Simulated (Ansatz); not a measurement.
# K: the cost of one run

Program: Ansatz 0.2.0. Level of theory: UKS PBE0/def2-SVPD. These are calculated values, not measurements.

(The set-up runs are not shown.)

## Step 1: The part K radical alone, at the geometry typed

input.yaml reads:

```yaml
crystal:
  periodic: [false, false, false]
  atoms:
    - { symbol: K, position_ang: [0.0, 0.0, 0.0] }
magnetization:
  spin_polarized: true
  initial_magnetization: 1
basis:
  gaussian: { orbitals: def2-SVPD }
hamiltonian:
  xc: pbe0
```

Run with:

```
$ ansatz run input.yaml --threads 1 --pin off --max-ram 2560MiB --backend cpu --events-out ev --progress --plain --runs-dir out
```

**Question.** How long does this run take on 1 thread of Arm Neoverse V1, shared host, and how much memory does it need?

About 1.1 s, with a peak of 0.092 GiB.
